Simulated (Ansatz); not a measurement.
# Ti3N4F: the cost of one run

Computed with Ansatz 0.2.0 (DFT PBE, scalar-relativistic, plane waves, PAW, unless a step's input says otherwise).

22 further runs of the same task are left out: 17 for a known fault of the program, 5 set aside as unsound or not needed. Runs told in other sessions of the task aren't counted.

## (1) The structure to begin with

The structure is trigonal, space group P3m1 (No. 156). The conventional cell has a = 3.003 Å, b = 3.003 Å, c = 24.123 Å, α = 90.00°, β = 90.00°, γ = 120.00°. Around N (site symmetry 3m) lie 3 Ti at 2.12 Å. Ti (site symmetry 3m) has 6 N at 2.12 Å in its first shell of neighbours. N (site symmetry 3m) has 6 Ti at 2.12 to 2.13 Å in its first shell of neighbours. Ti (site symmetry 3m) has 6 N at 2.06 to 2.13 Å in its first shell of neighbours. N (site symmetry 3m) is surrounded by 6 Ti at 2.06 to 2.31 Å. Ti (site symmetry 3m) is surrounded by 1 F at 1.59 Å and 6 N at 1.90 to 2.31 Å. Around N (site symmetry 3m) lie 3 Ti at 1.90 Å and 3 F at 1.92 Å. F (site symmetry 3m) is surrounded by 1 Ti at 1.59 Å.

Structure file:

```
N Ti F
1.0
     3.00286    0.00000    0.00000
    -1.50143    2.60055    0.00000
     0.00000    0.00000   24.12338
N Ti F
4 3 1
Direct
  0.33333 0.66667 0.16581
  0.00000 0.00000 0.26745
  0.66667 0.33333 0.36548
  0.33333 0.66667 0.46110
  0.66667 0.33333 0.21663
  0.33333 0.66667 0.31901
  0.00000 0.00000 0.42906
  0.00000 0.00000 0.49510
```

## (2) F at 6/9 of the long diagonal of the hexagonal surface cell, 0.82 Å above the top plane

input.yaml reads:

```yaml
crystal:
  lattice:
    - [3.0028555067, 0.0, 0.0]
    - [-1.5014277534, 2.6005491527, 0.0]
    - [0.0, 0.0, 24.1233847574]
  atoms:
    - { symbol: "N", position: [0.3333333333, 0.6666666667, 0.1658142106] }
    - { symbol: Ti, position: [0.6666666667, 0.3333333333, 0.2166325613] }
    - { symbol: "N", position: [0.0, 0.0, 0.267450912] }
    - { symbol: Ti, position: [0.3333333333, 0.6666666667, 0.3190139883] }
    - { symbol: "N", position: [0.6666666667, 0.3333333333, 0.3654787997] }
    - { symbol: Ti, position: [0.0, 0.0, 0.4290633806] }
    - { symbol: "N", position: [0.3333333333, 0.6666666667, 0.4611038156] }
    - { symbol: F, position: [1.0, 0.0, 0.4950957288], spin: 1.0 }
basis:
  ecutwfc: 420
kpoints:
  mp_grid: { grid: [9, 9, 1] }
hamiltonian:
  xc: pbe
  pseudopotentials: { kind: paw, azcp: { folder: soft_1 } }
scf:
  occupations: { method: gaussian, width: 0.1 }
output:
  forces: true
  eigenvalues: true
  populations: true
magnetization:
  spin_polarized: true
efield:
  axis: 3
  dipole_correction: true
  ramp_width: 0.04
```

The run is started by

```sh
$ ansatz run input.yaml --threads 2 --pin off --max-ram 6144MiB --backend cpu --events-out ev --progress --plain --runs-dir out
```

**Question.** How long does this run take on 2 threads of AMD EPYC 7R43 (Zen 3), shared host, and how much memory does it need?

About 17 s, with a peak of 0.56 GiB.
